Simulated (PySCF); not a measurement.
**One shape, several levels: C3H7FSn (SMILES C=C[CH2][SnH2][F])**

We compute a comparison of 6 runs (HF/3-21G, HF/def2-SVP, BP86/def2-SVP, PBE0/def2-SVP, PBE/def2-SVPD, MP2/def2-SVP) of C3H7FSn. Input form: a Python script.

Program for the calculation: PySCF 2.14.0.

2 further runs of the same task are left out: 2 set aside as unsound or not needed.

## Step 1: The system as given

C3H7FSn has 12 atoms, charge 0, and is taken as a singlet. SMILES: `C=C[CH2][SnH2][F]`. Geometry: relaxed at PBE0-D4/def2-TZVP. This is one conformer, not always the lowest.

Bond lengths: C1–C2 1.328 Å, C2–C3 1.483 Å, C3–Sn4 2.149 Å, Sn4–F5 1.932 Å, C1–H6 1.086 Å, C1–H7 1.083 Å, C2–H8 1.088 Å, C3–H9 1.093 Å, C3–H10 1.093 Å, Sn4–H11 1.705 Å, Sn4–H12 1.708 Å. Some angles: C1–C2–C3 125.2°, C2–C3–Sn4 110.2°, C3–Sn4–F5 103.0°, C1–C2–H8 118.9°, C3–C2–H8 115.8°, C2–C1–H6 121.6°, C2–C1–H7 121.3°, C2–C3–H9 112.1°, C2–C3–H10 112.1°, Sn4–C3–H9 105.5°.

## Step 2: Energy and forces at HF/3-21G (run 1)

File job.py:

```python
# C=C[CH2][SnH2][F]
import pyscf.grad
from pyscf import gto, scf

mol = gto.Mole()
mol.atom = '''
C   -1.413400  -1.547400   0.367200
C   -0.448300  -0.732100   0.777700
C    0.793300  -0.430600   0.025300
Sn   0.719000   1.567900  -0.762500
F    0.539900   2.655700   0.824200
H   -1.342400  -2.086500  -0.572700
H   -2.306400  -1.705300   0.959200
H   -0.566600  -0.211400   1.725500
H    1.678500  -0.459800   0.665300
H    0.944800  -1.117600  -0.810600
H   -0.684700   1.894600  -1.673000
H    2.163200   2.117400  -1.491300
'''
mol.spin = 0
mol.max_memory = 1860
mol.verbose = 3
mol.basis = '3-21g'
mol.build()

myscf = scf.RHF(mol)
myscf.conv_tol = 1e-10
myscf.kernel()
if not myscf.converged:
    myscf = myscf.newton().run(myscf.mo_coeff, myscf.mo_occ)

energy = myscf.e_tot
print('E(%s) = %.9f' % ('HF', energy))
grad = myscf.Gradients().kernel()
myscf.analyze()
```

Command:

```bash
$ OMP_NUM_THREADS=1 python job.py
```

Output:

```text
converged SCF energy = -6212.20850229012
[... 10 lines left out ...]
MO #1   energy= -1034.90375608563  occ= 2
[... 9 lines left out ...]
MO #11  energy= -19.0963555483751  occ= 2
[... 9 lines left out ...]
MO #21  energy= -3.94936309873109  occ= 2
[... 9 lines left out ...]
MO #31  energy= -0.763881158445831 occ= 2
[... 9 lines left out ...]
MO #41  energy= -0.449913734883342 occ= 2
[... 9 lines left out ...]
MO #51  energy= 0.327257495373786  occ= 0
[... 9 lines left out ...]
MO #61  energy= 1.00617413843157   occ= 0
[... 9 lines left out ...]
MO #71  energy= 1.38067178202321   occ= 0
[... 9 lines left out ...]
MO #81  energy= 3.70433758680043   occ= 0
[... 13 lines left out ...]
Dipole moment(X, Y, Z, Debye):  0.56030, -1.93040, -2.18585
```

Run time: 7.5 s. Hardware: 1 thread of Intel Xeon at 2.70GHz, shared host; peak memory 0.16 GiB.

## Step 3: Energy and forces at HF/def2-SVP (core potential) (run 2)

File input.py:

```python
import pyscf.grad
from pyscf import gto

system = gto.M(
    atom='''
C     -2.670939    -2.924162     0.693907
C     -0.847164    -1.383468     1.469640
C      1.499120    -0.813716     0.047810
Sn     1.358713     2.962902    -1.440916
F      1.020263     5.018546     1.557512
H     -2.536768    -3.942914    -1.082246
H     -4.358464    -3.222550     1.812625
H     -1.070719    -0.399488     3.260722
H      3.171905    -0.868896     1.257235
H      1.785413    -2.111958    -1.531812
H     -1.293895     3.580275    -3.161512
H      4.087856     4.001306    -2.818149
''',
    basis='def2-svp',
    unit='bohr',
    verbose=3,
    spin=0,
    max_memory=1860,
    ecp={'Sn': 'def2-svp'},
)

mf = system.RHF()
mf.conv_tol = 1e-10
mf.kernel()
if not mf.converged:
    mf = mf.newton().run(mf.mo_coeff, mf.mo_occ)

e_final = mf.e_tot
print('E = %.10f Eh' % e_final)
grad = mf.Gradients().kernel()
mf.analyze()
```

Command:

```bash
$ OMP_NUM_THREADS=1 python input.py
```

Output:

```text
converged SCF energy = -430.278882915215
[... 14 lines left out ...]
MO #5   energy= -5.88649660458334  occ= 2
[... 13 lines left out ...]
MO #19  energy= -0.650773772953137 occ= 2
[... 13 lines left out ...]
MO #33  energy= 0.193101762739007  occ= 0
[... 13 lines left out ...]
MO #47  energy= 0.575240512965583  occ= 0
[... 13 lines left out ...]
MO #61  energy= 0.935110476836305  occ= 0
[... 13 lines left out ...]
MO #75  energy= 1.63908059866339   occ= 0
[... 13 lines left out ...]
MO #89  energy= 2.11820047448456   occ= 0
[... 13 lines left out ...]
MO #103 energy= 3.07179521267885   occ= 0
[... 13 lines left out ...]
MO #117 energy= 52.5128366524057   occ= 0
[... 13 lines left out ...]
Dipole moment(X, Y, Z, Debye):  0.57623, -2.18227, -2.28263
```

Run time: 31 s. Hardware: 1 thread of Intel Xeon at 2.70GHz, shared host; peak memory 0.3 GiB.

Runs 3 to 4 aren't shown in full; the table further down has their settings and results.

## Step 4: Energy and gradient at PBE/def2-SVPD (core potential) (run 5)

File job.py:

```python
# C=C[CH2][SnH2][F]
from pyscf import gto, dft

mol = gto.Mole()
mol.atom = [
    ('C', (-1.413400, -1.547400, 0.367200)),
    ('C', (-0.448300, -0.732100, 0.777700)),
    ('C', (0.793300, -0.430600, 0.025300)),
    ('Sn', (0.719000, 1.567900, -0.762500)),
    ('F', (0.539900, 2.655700, 0.824200)),
    ('H', (-1.342400, -2.086500, -0.572700)),
    ('H', (-2.306400, -1.705300, 0.959200)),
    ('H', (-0.566600, -0.211400, 1.725500)),
    ('H', (1.678500, -0.459800, 0.665300)),
    ('H', (0.944800, -1.117600, -0.810600)),
    ('H', (-0.684700, 1.894600, -1.673000)),
    ('H', (2.163200, 2.117400, -1.491300)),
]
mol.basis = 'def2-svpd'
mol.spin = 0
mol.max_memory = 1860
mol.verbose = 4
mol.ecp = {'Sn': 'def2-svp'}
mol.build()

ks = dft.RKS(mol, xc='pbe')
ks.conv_tol = 1e-10
ks.grids.level = 5
ks.kernel()
if not ks.converged:
    ks = ks.newton().run(ks.mo_coeff, ks.mo_occ)

etot = ks.e_tot
print('E(%s) = %.9f' % ('PBE', etot))
grad = ks.nuc_grad_method().kernel()
dip = ks.dip_moment()
pop, q = ks.mulliken_pop()
```

Command:

```bash
$ OMP_NUM_THREADS=1 python job.py
```

Output:

```text
PySCF version 2.14.0

[... 93 lines left out ...]
converged SCF energy = -432.23694806146
[... 13 lines left out ...]
Dipole moment(X, Y, Z, Debye):  0.52397, -2.02660, -1.89456
[... 184 lines left out ...]
charge of   11H =      0.04851
```

Run time: 2.8 min. Hardware: 1 thread of Intel Xeon at 2.70GHz, shared host; peak memory 2.2 GiB.

## Step 5: Energy and forces at MP2/def2-SVP (core potential) (run 6)

File calc.py:

```python
from pyscf import gto, scf, mp

molecule = gto.Mole()
molecule.atom = '''
C     -2.670939    -2.924162     0.693907
C     -0.847164    -1.383468     1.469640
C      1.499120    -0.813716     0.047810
Sn     1.358713     2.962902    -1.440916
F      1.020263     5.018546     1.557512
H     -2.536768    -3.942914    -1.082246
H     -4.358464    -3.222550     1.812625
H     -1.070719    -0.399488     3.260722
H      3.171905    -0.868896     1.257235
H      1.785413    -2.111958    -1.531812
H     -1.293895     3.580275    -3.161512
H      4.087856     4.001306    -2.818149
'''
molecule.unit = 'bohr'
molecule.verbose = 4
molecule.max_memory = 1860
molecule.basis = 'def2-svp'
molecule.ecp = {'Sn': 'def2-svp'}
molecule.build()

mf = scf.RHF(molecule)
mf.conv_tol = 1e-10
mf.kernel()
if not mf.converged:
    mf = mf.newton().run(mf.mo_coeff, mf.mo_occ)

pt = mp.MP2(mf, frozen=8).run()
e_tot = pt.e_tot
print('Final energy', e_tot)
grad = pt.nuc_grad_method().kernel()
mf.analyze()
```

Command:

```bash
$ OMP_NUM_THREADS=1 python calc.py
```

Output:

```text
PySCF version 2.14.0

[... 95 lines left out ...]
One-electron Energy =                -1194.633693127581409
[... 16 lines left out ...]
MO #12  energy= -1.33989337248422  occ= 2
[... 14 lines left out ...]
MO #27  energy= -0.453830380040536 occ= 2
[... 14 lines left out ...]
MO #42  energy= 0.42405113973596   occ= 0
[... 14 lines left out ...]
MO #57  energy= 0.882408960088332  occ= 0
[... 14 lines left out ...]
MO #72  energy= 1.5596558365182    occ= 0
[... 14 lines left out ...]
MO #87  energy= 2.09240987701357   occ= 0
[... 14 lines left out ...]
MO #102 energy= 2.92290488329524   occ= 0
[... 14 lines left out ...]
MO #117 energy= 52.5128366524057   occ= 0
[... 132 lines left out ...]
Dipole moment(X, Y, Z, Debye):  0.57623, -2.18227, -2.28263
```

Run time: 50 s. Hardware: 1 thread of Intel Xeon at 2.70GHz, shared host; peak memory 1.5 GiB.

## Step 6: The series

```tsv
run	level	core potential	integration grid	energy (Eh)	dipole moment (D) of the reference	HOMO energy (eV)	LUMO energy (eV)	wall time
1	HF/3-21G	–	–	-6212.208502	2.97	-9.32	3.01	7.5 s
2	HF/def2-SVP (core potential)	def2-svp	–	-430.278883	3.21	-9.47	2.63	31 s
3	BP86/def2-SVP (core potential)	def2-svp	5	-432.594255	2.56	-6.08	-1.33	1.9 min
4	PBE0/def2-SVP (core potential)	def2-svp	5	-432.245572	2.79	-7.10	-0.42	98 s
5	PBE/def2-SVPD (core potential)	def2-svp	5	-432.236948	2.82	-6.17	-1.53	2.8 min
6	MP2/def2-SVP (core potential)	def2-svp	–	-430.990828	3.21	-9.47	2.63	50 s
```

## Step 7: Results

```
                                          quantity          value
                               run 6: total energy  -430.99083 Eh
       run 6: dipole moment (Hartree–Fock density)         3.21 D
        run 6: HOMO energy (Hartree–Fock orbitals)       -9.47 eV
        run 6: LUMO energy (Hartree–Fock orbitals)        2.63 eV
      run 6: HOMO–LUMO gap (Hartree–Fock orbitals)       12.09 eV
run 6: correlation energy (8 core orbitals frozen)     -711.9 mEh
                   run 6: largest force on an atom     0.739 eV/Å
```

In words: Over runs 1, 2, 3, 4, 5 the dipole moment (its size) runs from 2.56 D (BP86/def2-SVP) to 3.21 D (HF/def2-SVP). Over runs 1, 2, 3, 4, 5 the HOMO–LUMO gap runs from 4.63 eV (PBE/def2-SVPD) to 12.33 eV (HF/3-21G). The two ends differ in method and basis and core potential. Totals of different functionals can't be ranked against each other. Some runs of one species differ in core potentials or relativity; totals across that change don't compare. In run 1 relativity is left out where basis or elements ask for it. All runs together took 7.8 min, the longest 2.8 min.
